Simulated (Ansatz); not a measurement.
# HfPb4O: the cost of one run

Computed with Ansatz 0.2.0 (DFT PBE, scalar-relativistic, plane waves, PAW, unless a step's input says otherwise).

1 further run of the same task is left out (it didn't finish).

### Step 1. The structure to begin with

The structure is hexagonal, space group P-6m2 (No. 187). Conventional cell: a = 6.178 Å, b = 6.178 Å, c = 4.716 Å, α = 90.00°, β = 90.00°, γ = 120.00°. Around Hf (site symmetry -6m2) lie 15 Pb at 3.57 to 3.89 Å and 3 O at 3.57 Å. Around Pb (site symmetry -6m2) lie 6 Pb at 2.99 Å. Pb (site symmetry mm2) has 2 O at 2.93 Å and 6 Pb at 2.99 to 3.17 Å as nearest neighbours. Around O (site symmetry -6m2) lie 9 Pb at 2.93 to 3.57 Å and 3 Hf at 3.57 Å.

As a file:

```xyz
6
Lattice="6.1777 0.0000 0.0000 -3.0888 5.3500 0.0000 0.0000 0.0000 4.7160" Properties=species:S:1:pos:R:3 pbc="T T T"
Hf    0.0000    0.0000    0.0000
Pb    3.0888    1.7833    0.0000
Pb   -1.5026    2.6992    2.3580
Pb    1.5026    2.6992    2.3580
Pb    0.0000    5.3017    2.3580
O     0.0000    3.5667    0.0000
```

A structure generator made this guess: species swapped into a database cell of TbBeCu4 (P-6m2, No. 187), with Hf on the Tb sites, O on the Be sites and Pb on the Cu sites. The dimensions are guesses.

### Step 2. The guess as it stands, on a coarse mesh

input.yaml reads:

```yaml
crystal:
  lattice:
    - [6.17766315, 0.0, 0.0]
    - [-3.08883157, 5.35001322, 0.0]
    - [0.0, 0.0, 4.71598324]
  atoms:
    - { symbol: Hf, position: [0.0, 0.0, 0.0] }
    - { symbol: Pb, position: [0.66666667, 0.33333333, 0.0] }
    - { symbol: Pb, position: [0.009029, 0.5045145, 0.5] }
    - { symbol: Pb, position: [0.4954855, 0.5045145, 0.5] }
    - { symbol: Pb, position: [0.4954855, 0.990971, 0.5] }
    - { symbol: O, position: [0.33333333, 0.66666667, 0.0] }
basis:
  ecutwfc: 420
kpoints:
  mp_grid: { grid: [3, 3, 4] }
hamiltonian:
  xc: pbe
scf:
  occupations: { method: gaussian, width: 0.1 }
  lower_state_search: "off"
output:
  forces: true
  stress: true
  eigenvalues: true
```

The run is started by

```sh
$ ansatz run input.yaml --threads 1 --pin off --max-ram 2560MiB --backend cpu --events-out ev --progress --plain --runs-dir out
```

Q: Estimate wall time and peak memory on 1 thread of Intel Xeon at 2.70GHz, shared host.

About 7.4 s, with a peak of 0.42 GiB.
